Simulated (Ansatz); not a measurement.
**SiCl₂F− (SMILES F[Si-](Cl)Cl): a rigid scan of the bond length Si2–Cl4**

One table from this session's results is given with a row withheld; the runs are named, their logs left out.

The runs use Ansatz 0.2.0, Gaussian basis; single points in def2-TZVPPD.

Levels: PBE-D4, r2SCAN-D4, PBE0-D4, B3LYP-D4, wB97M-V, Hartree-Fock, MP2, CCSD, CCSD(T). The scan takes 1.821, 1.915, 2.052, 2.212, 2.389, 2.580, 2.783, 2.997, 3.220 Å.

Cores are frozen in the correlated methods. B3LYP uses VWN-RPA correlation.

19 further runs of the same task are left out: 19 set aside as unsound or not needed.

## Starting geometry

The minimum, relaxed at PBE0-D4: SMILES `F[Si-](Cl)Cl`, 4 atoms, charge -1, spin multiplicity 1.

Atoms are counted from 1 here; the program's logs count them from 0.

Bond lengths: F1–Si2 1.651 Å, Si2–Cl3 2.221 Å, Si2–Cl4 2.221 Å. Angles: F1–Si2–Cl3 96.7°, F1–Si2–Cl4 96.7°, Cl3–Si2–Cl4 97.6°.

As a file:

```xyz
4
charge -1, multiplicity 1
F     1.1822   -0.3273    0.9385
Si    0.1825   -0.6767   -0.3276
Cl   -1.7268   -0.2839    0.7361
Cl    0.3621    1.2878   -1.3471
```

Energies of the minimum (eV), from earlier single points: PBE-D4 -35631.47223, r2SCAN-D4 -35644.58955, PBE0-D4 -35634.01686, B3LYP-D4 -35649.65502, wB97M-V -35645.93228, CCSD(T) -35605.36825.

At the minimum the bond length Si2–Cl4 is 2.221 Å.

The first run:

File ccsdt-tzvppd/in.yaml:

```yaml
crystal:
  periodic: [false, false, false]
  atoms:
    - {symbol: F, position_ang: [1.182176, -0.327278, 0.938547]}
    - {symbol: Si, position_ang: [0.182502, -0.676696, -0.327562]}
    - {symbol: Cl, position_ang: [-1.726807, -0.283853, 0.736066]}
    - {symbol: Cl, position_ang: [0.329806, 0.934323, -1.163600]}
basis:
  gaussian: {orbitals: "def2-TZVPPD.json"}
total_charge: -1
correlation: {method: ccsd_t}
```

The basis file named in the input lies beside it (Basis Set Exchange, JSON).

No record of the launch command was kept for these runs.

Steps of the session up to this table: Si2–Cl4 = 1.821 Å; Si2–Cl4 = 1.915 Å; Si2–Cl4 = 2.052 Å; Si2–Cl4 = 2.212 Å; Si2–Cl4 = 2.389 Å; Si2–Cl4 = 2.580 Å; Si2–Cl4 = 2.783 Å; Si2–Cl4 = 2.997 Å; Si2–Cl4 = 3.220 Å.

One of the session's tables, all rows but one given; the rest of the session is left out.

It belongs to the step «The curves». Energies less that of the minimum at the same level (kJ/mol):

```
bond length (Å)  PBE-D4  PBE0-D4  B3LYP-D4  wB97M-V  Hartree-Fock
          1.821   134.9    125.3     135.3    129.5         133.5
          1.915    68.7     61.1      69.0     64.0          65.5
          2.052    18.8     14.5      18.9     15.9          15.9
          2.212       ?        ?         ?        ?             ?
2.221 (minimum)     0.0      0.0       0.0      0.0           0.0
          2.389     4.4      8.4       4.2      7.3           7.8
          2.580    21.5     29.3      20.8     27.0          27.4
          2.783    44.5     55.5      43.0     51.7          50.8
          2.997    68.6     82.1      66.4     77.1          73.5
          3.220    91.3    106.5      88.4    100.3          93.6
```

Q: Estimate the row for bond length (Å) = 2.212 from the others.

As computed: PBE-D4: 0.2; PBE0-D4: 0.0; B3LYP-D4: 0.2; wB97M-V: 0.1; Hartree-Fock: 0.1.
